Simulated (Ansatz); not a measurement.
# MnS (Fm-3m): compression over a wide range

The task here is to estimate one member of a computed series from the others.

The COD entry's cell or inner coordinates are ideal or old and differ from later refinements, so a difference from it is no clean test against experiment.

Method: DFT PBE+U (U_eff = 3.9 eV on Mn 3d), scalar-relativistic, plane waves, PAW, in Ansatz 0.2.0.

### The starting structure

The structure is trigonal, space group R-3m (No. 166). Conventional cell: a = 3.739 Å, b = 3.739 Å, c = 9.101 Å, α = 90.00°, β = 90.00°, γ = 120.00°. Mn (site symmetry -3m) is surrounded by 6 S at 2.64 Å. S (site symmetry -3m) has 6 Mn at 2.64 Å as nearest neighbours.

As a file:

```cif
data_structure
_symmetry_space_group_name_H-M 'R-3m:H'
_symmetry_Int_Tables_number 166
_cell_length_a 3.7389
_cell_length_b 3.7389
_cell_length_c 9.1013
_cell_angle_alpha 90.000
_cell_angle_beta 90.000
_cell_angle_gamma 120.000
_cell_volume 110.18
loop_
_atom_site_label
_atom_site_type_symbol
_atom_site_symmetry_multiplicity
_atom_site_Wyckoff_symbol
_atom_site_fract_x
_atom_site_fract_y
_atom_site_fract_z
_atom_site_occupancy
Mn1 Mn 3 a 0.00000 0.00000 0.00000 1
S1 S 3 b 0.33333 0.66667 0.16667 1
```

This cell comes from an earlier session at PBE+U (U_eff = 3.9 eV on Mn 3d): 18.364 Å³/atom at 0.01 GPa, on a 8×8×8 mesh. The large moments point both ways and cancel.

Set-up of the first run:

Input file input.yaml:

```yaml
crystal:
  lattice:
    - [-2.5864045874, -2.5864045874, 5.1944414287]
    - [-5.1944414287, -2.5864045874, 2.5864045874]
    - [-2.5864045874, -5.1944414287, 2.5864045874]
  atoms:
    - { symbol: Mn, position: [0.0, 0.0, 0.0], spin: 4.9 }
    - { symbol: S, position: [1.2499999968, -0.7500000032, -0.7500000032] }
    - { symbol: Mn, position: [0.5, 0.5, 0.5], spin: -4.9 }
    - { symbol: S, position: [1.7500000032, -0.2499999968, -0.2499999968] }
basis:
  ecutwfc: 420
  ecutrho_ratio: 4
kpoints:
  mp_grid: { grid: [8, 8, 8] }
hamiltonian:
  xc: pbe
  hubbard:
    sites:
      - { species: Mn, l: d, u_eff: 3.9, starting_ns: start.occupation_matrices }
    ns_hold: { iters: 6 }
scf:
  occupations: { method: gaussian, width: 0.05 }
  lower_state_search: "off"
output:
  forces: true
  stress: true
  eigenvalues: true
  populations: true
magnetization:
  spin_polarized: true
relax:
  f_tol: 0.01
  max_steps: 40
  cell: { stress_tol: 0.1, fix: [volume] }
```

The open shells start from the occupation matrices of the run at the neighbouring geometry (file start.occupation_matrices).

Command:

```sh
$ ansatz run input.yaml --threads 2 --pin off --max-ram 5120MiB --backend cpu --events-out ev --progress --plain --runs-dir out
```

Steps of the session up to this table: Volume × 0.96; Volume × 1.04; Volume × 0.92; Volume × 0.88; Volume × 0.84; Volume × 0.8; Volume × 0.76; Volume × 0.72.

One table of the session follows, with a row left open; its other results are not shown here.

| volume (Å³/atom) | energy above the lowest (meV/atom) | pressure (GPa) | gap on the mesh (eV) | largest moment (μB) |
| --- | --- | --- | --- | --- |
| 13.222 | 576.1 | 46.9 | 1.38 | 4.01 |
| 13.956 | ? | ? | ? | ? |
| 14.691 | 248.5 | 26.0 | 1.94 | 4.18 |
| 15.425 | 147.0 | 18.5 | 2.11 | 4.25 |
| 16.160 | 76.6 | 12.4 | 2.25 | 4.31 |
| 16.895 | 31.7 | 7.4 | 2.29 | 4.36 |
| 17.629 | 7.4 | 3.3 | 2.26 | 4.41 |
| 18.364 | 0.0 | 0.0 | 2.23 | 4.45 |
| 19.098 | 6.4 | -2.7 | 2.19 | 4.49 |

Q: Estimate the row for volume (Å³/atom) = 13.956 from the others.

Worked estimate for «energy above the lowest (meV/atom)». A straight line through the neighbours (13.222, 576.1) and (14.691, 248.5) gives 576.1 + (248.5 − 576.1) × (13.956 − 13.222) / (14.691 − 13.222) = 412.4; a parabola fitted to 3 rows on both sides gives 391.7.

As computed: energy above the lowest (meV/atom): 388.5; pressure (GPa): 35.4; gap on the mesh (eV): 1.69; largest moment (μB): 4.10. In «energy above the lowest (meV/atom)» the line misses by +23.9 and the parabola by +3.2.

Caveats from the session: Other structures may be lower in enthalpy at these pressures. Warnings in the runs' records: anti translation declined.
